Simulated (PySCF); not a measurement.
# C5H12AlB: the cost of one run

Computed with PySCF 2.14.0 and routines of our own; the level stands in each step. Atoms count from 0.

## 1. The system as given

19 atoms, charge 0, multiplicity 1; geometry from: GFN2-xTB.

## 2. Magnetic properties: GIAO BHandHLYP/pcSseg-1

What the job is given:

```
{"job": {"kind": "mag", "xc": "BHandHLYP", "basis": "pcSseg-1", "isotopologues": 2}, "charge": 0, "multiplicity": 1}
B      0.575122    -1.578310     0.753406
C     -0.364132    -0.672942    -0.029665
Al     1.384865     0.450075    -0.110127
C      2.601694     0.413572    -1.678183
C     -1.522256     0.056283     0.517137
C     -2.600751     0.323031    -0.217733
C     -1.431206     0.468389     1.955630
H      1.324926    -2.263750     0.141237
H      0.618554    -1.613768     1.927295
H     -0.503157    -0.913774    -1.093633
H      1.624788     1.535014     0.973175
H      2.182757     0.894005    -2.570059
H      2.889649    -0.599288    -1.985680
H      3.531851     0.949424    -1.453834
H     -3.457920     0.830789     0.191412
H     -2.672799     0.030896    -1.252749
H     -0.453497     0.923075     2.139580
H     -2.214952     1.177410     2.210760
H     -1.523338    -0.400882     2.604896
```

With the program's defaults for keys left out, this is: GIAO BHandHLYP/pcSseg-1 magnetisability, rotational g tensor and spin-rotation constants, non-relativistic, gas phase.

On the command line:

```console
> OMP_NUM_THREADS=1 python excited_run.py task.json out
```

The driver reads the jobs from task.json and runs them one after another.

**Question.** How long does this first job take on 1 thread of Intel Xeon Platinum 8488C, shared host, and how much memory does it need?

About 30 s, with a peak of 0.83 GiB.
